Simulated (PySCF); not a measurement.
**[Dy(H2O)]2+: other functionals and bases at one geometry**

One table from this session's results is given with a row withheld; the runs are named, their logs left out.

Program: PySCF 2.14.0. Level of theory: several levels, as the steps say, no spin–orbit coupling. These are calculated values, not measurements.

1 further run of the same task is left out (for a known fault of the program).

### Starting geometry

4 atoms, charge 2, spin multiplicity 1.

Bond lengths: Dy1–O2 2.386 Å, O2–H3 0.977 Å, O2–H4 0.977 Å. Angles: Dy1–O2–H3 128.3°, Dy1–O2–H4 128.3°, H3–O2–H4 103.4°.

Geometry (Å):

```xyz
4

Dy    0.0000    0.0000   -0.1063
O     0.0000    0.0000    2.2798
H     0.7665    0.0000    2.8852
H    -0.7665    0.0000    2.8852
```

Formal oxidation states: Dy +2. Each metal's 10 4f electrons lie in its core potential, so multiplicities, spins and levels count the valence alone. An earlier session relaxed this geometry at PBE0, Dy lcecp-0-SVP with ECP56, O def2-SVP, H def2-SVP (singlet, point group C2v).

At PBE0 on the finer grid: E = -106.635572 Eh, frontier levels not given, since the 4f levels lie in the core, Mulliken charge on Dy1 +1.77 e, largest force component 0.001 eV/Å. 

Levels to run: wB97X; M06-L; PBE0, TZVP. Hardware: 2 threads of Intel Xeon Platinum 8488C (Sapphire Rapids), shared host.

The first run:

run.py (the lines that set the calculation)

```python
mol = gto.M(atom='''
Dy     0.00000     0.00000    -0.10632
O      0.00000     0.00000     2.27977
H      0.76655     0.00000     2.88521
H     -0.76655     0.00000     2.88521''',
    basis={'Dy': 'lcecp-0-SVP', 'O': 'def2-SVP', 'H': 'def2-SVP'},
    ecp={'Dy': 'lcecp-0-SVP'},
    charge=2, spin=0)
mf = dft.RKS(mol, xc='WB97X')
mf.grids.atom_grid = (75, 302)  # f atoms: unpruned, at least (60, 302)
mf = mf.density_fit()  # fitting sets: Dy AutoAux, O def2-universal-JKFIT, H def2-universal-JKFIT
mf.conv_tol = 1e-08; mf.max_cycle = 55
mf.kernel(dm0)  # dm0: the density of the relaxed state
```

Run with:

```console
> OMP_NUM_THREADS=2 python run.py
```

Among the steps run: wB97X; M06-L; PBE0, TZVP.

One of the session's tables, all rows but one given; the rest of the session is left out.

```
              level  charge on Dy1 (e)  dipole (D)  largest force component (eV/Å)
PBE0 (relaxed here)               1.77        1.99                            0.00
              wB97X                  ?           ?                               ?
              M06-L               1.79        1.89                            0.12
         PBE0, TZVP               1.86        2.04                            0.28
```

Q: Estimate the row for wB97X from the others.

**Answer.** charge on Dy1 (e): 1.78; dipole (D): 1.89; largest force component (eV/Å): 0.06. In the column «charge on Dy1 (e)» it lies between PBE0 (relaxed here) (1.77) and M06-L (1.79).

The dipole of a charged species depends on the origin, so these sizes hold for this origin alone.

The largest leftover force, 0.28 eV/Å with PBE0, TZVP, stands at a geometry relaxed at another level. With 4f in the core, its levels are missing from HOMO and gap, and its count is fixed, so no charge can pass from the ligands into it. Total energies of different levels can't be compared.
